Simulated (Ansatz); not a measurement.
# C4H10AlBr: a ladder of functionals and wavefunction methods

One table from this session's results is given with a row withheld; the runs are named, their logs left out.

Computed with Ansatz 0.2.0, Gaussian basis. Level: functionals in def2-TZVPP, the program's frozen cores in correlated methods.

Levels to be run: LDA (SPW92), PBE-D4, revPBE-D4, BLYP-D4, r2SCAN-D4, B97M-V, PBE0-D4, B3LYP-D4, r2SCANh-D4, r2SCAN0-D4, HSE06-D4, BHLYP-D4, CAM-B3LYP-D4, LC-ωPBE, ωB97X-V, ωB97M-V, B2PLYP, PBE-QIDH; CCSD(T)/def2-SVP; CCSD(T)/def2-TZVPP; MP2/def2-QZVPP; extrapolation to the limit; RPA on PBE.

1 further run of the same task is left out (it didn't finish).

## Structure used throughout

The geometry comes from an earlier relaxation with PBE0-D4 in a triple-zeta def2 set; it is a stationary point, not always the lowest conformer.

16 atoms, charge 0, spin multiplicity 1.

Atoms are counted from 1 here; the program's logs count them from 0.

Bond lengths: C1–C2 1.524 Å, C1–H7 1.097 Å, C1–H8 1.092 Å, C1–H9 1.094 Å, C2–C3 1.532 Å, C2–Al4 1.963 Å, C2–H10 1.101 Å, C3–H11 1.096 Å, C3–H12 1.095 Å, C3–H13 1.094 Å, Al4–C5 1.944 Å, Al4–Br6 2.277 Å, C5–H14 1.094 Å, C5–H15 1.093 Å, C5–H16 1.095 Å. Angles: C2–C1–H7 111.1°, C2–C1–H8 112.3°, C2–C1–H9 111.4°, H7–C1–H8 107.7°, H7–C1–H9 107.2°, H8–C1–H9 106.8°, C1–C2–C3 111.4°, C1–C2–Al4 115.2°, C1–C2–H10 108.2°, C3–C2–Al4 109.9°, C3–C2–H10 107.2°, Al4–C2–H10 104.4°, C2–C3–H11 111.1°, C2–C3–H12 111.5°, C2–C3–H13 112.6°, H11–C3–H12 106.7°, H11–C3–H13 107.2°, H12–C3–H13 107.4° and more.

Set-up of the first run:

File in.yaml:

```yaml
crystal:
  periodic: [false, false, false]
  atoms:
    - {symbol: C, position_ang: [-0.987322, 0.276863, 1.880040]}
    - {symbol: C, position_ang: [-0.409864, -0.373480, 0.628007]}
    - {symbol: C, position_ang: [-1.495922, -0.625500, -0.422980]}
    - {symbol: Al, position_ang: [1.101844, 0.578322, -0.186738]}
    - {symbol: C, position_ang: [2.048169, 0.002113, -1.784437]}
    - {symbol: Br, position_ang: [1.802464, 2.521081, 0.772726]}
    - {symbol: H, position_ang: [-1.798423, -0.328882, 2.301624]}
    - {symbol: H, position_ang: [-0.234981, 0.413985, 2.660229]}
    - {symbol: H, position_ang: [-1.401373, 1.265627, 1.661832]}
    - {symbol: H, position_ang: [0.003799, -1.354669, 0.909562]}
    - {symbol: H, position_ang: [-2.296515, -1.256192, -0.018913]}
    - {symbol: H, position_ang: [-1.965513, 0.308988, -0.747718]}
    - {symbol: H, position_ang: [-1.109542, -1.125510, -1.316282]}
    - {symbol: H, position_ang: [3.126378, -0.038937, -1.604009]}
    - {symbol: H, position_ang: [1.721416, -0.980642, -2.133450]}
    - {symbol: H, position_ang: [1.895365, 0.716826, -2.599481]}
basis:
  gaussian: {orbitals: def2-TZVPP}
hamiltonian: {xc: lda}
output: {orbitals: {seedname: orbitals}}
```

Among the steps run: LDA; PBE-D4 (GGA); revPBE-D4 (GGA); BLYP-D4 (GGA); r2SCAN-D4 (meta-GGA); B97M-V (meta-GGA); PBE0-D4 (hybrid); B3LYP-D4 (hybrid); r2SCANh-D4 (hybrid); r2SCAN0-D4 (hybrid); HSE06-D4 (hybrid); BHLYP-D4 (hybrid); CAM-B3LYP-D4 (range-separated); LC-ωPBE (range-separated); ωB97X-V (range-separated); ωB97M-V (range-separated); B2PLYP (double hybrid); PBE-QIDH (double hybrid).

One of the session's tables, all rows but one given; the rest of the session is left out.

It belongs to the step «Orbital energies across the functionals». 

```
  functional  HOMO (eV)  gap (eV)
 LDA (SPW92)      -6.15      4.28
      PBE-D4      -6.04      4.43
   revPBE-D4      -5.99      4.51
     BLYP-D4      -5.92      4.44
   r2SCAN-D4      -6.27      4.97
      B97M-V      -6.35      4.92
     PBE0-D4          ?         ?
    B3LYP-D4      -7.05      6.01
  r2SCANh-D4      -6.72      5.68
  r2SCAN0-D4      -7.40      6.73
    HSE06-D4      -6.85      5.64
    BHLYP-D4      -8.39      8.33
CAM-B3LYP-D4      -8.59      8.68
     LC-ωPBE      -9.90     11.12
     ωB97X-V      -9.57     10.61
     ωB97M-V      -9.42     10.17
```

**Question.** Estimate the row for PBE0-D4.

As computed: HOMO (eV): -7.24; gap (eV): 6.41. In the column «HOMO (eV)» it lies between r2SCAN0-D4 (-7.40) and B3LYP-D4 (-7.05).
